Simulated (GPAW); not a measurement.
Runs of GPAW 26.7.0 on AlSn. It takes space group P-6m2 (No. 187, hexagonal). Conventional cell: a = 4.198 Å, b = 4.198 Å, c = 3.307 Å, α = 90.00°, β = 90.00°, γ = 120.00°. Around Sn (site symmetry -6m2) lie 6 Al at 2.93 Å and 2 Sn at 3.31 Å. Around Al (site symmetry -6m2) lie 6 Sn at 2.93 Å and 2 Al at 3.31 Å. The cell comes from a database or a generator and needn't be the stable form of this composition.

```tsv
task	level	potentials or basis	cell	k mesh	cutoff (eV)	smearing	smearing order	maxiter	convergence	data set	eta	gap on the mesh (eV)	pressure (GPa)	relaxed volume (Å³/atom)
single point	r2SCAN	JTH PAW 2.0, PBE, pw	as given	6 × 6 × 7	500	fermi-dirac 0.05 eV	-	120	default	Al jth, Sn jth	-	none	(a)	-
optical spectrum	LDA	the program's PAW data sets (release 1.2.1) made for this functional, pw	as given	6 × 6 × 7	450	fermi-dirac 0.05 eV	-	150	-	-	0.1 eV	none	-	-
relaxation of cell and atoms	PBEsol+D4	PAW data sets generated in the run's folder for this functional, pw	relaxed	6 × 6 × 7	600	fermi-dirac 0.05 eV	-	150	density=1e-05 forces=0.0001	-	-	none	0.0	23.72
relaxation of cell and atoms	PBEsol+D3(BJ)	PAW data sets generated in the run's folder for this functional, pw	relaxed	6 × 6 × 7	600	fermi-dirac 0.05 eV	-	150	density=1e-05 forces=0.0001	-	-	none	0.0	23.40
```

Alike in all rows: no spin polarisation.

Question: Fill in the values left out.

Answer: (a) 2.1.

Caveats: later steps reuse the first step's grids (some runs); pairwise dispersion overbinds metals, which lowers pressure and volume (some runs); the cutoff is short for stress and forces, so pressures can be off by a GPa or more (some runs); the program truncates these outside data sets (some runs); the PAW data sets were made with another functional, which shifts forces and pressure a little (some runs); the intraband term hangs on this k mesh (some runs); the long-wavelength limit can be off by a per cent or two (some runs).

A k mesh can miss the band edges, and the runs leave out spin-orbit coupling on Sn.

A gap of «none» marks a metal or a gap under the smearing width.

Not every run made on this cell is shown here.
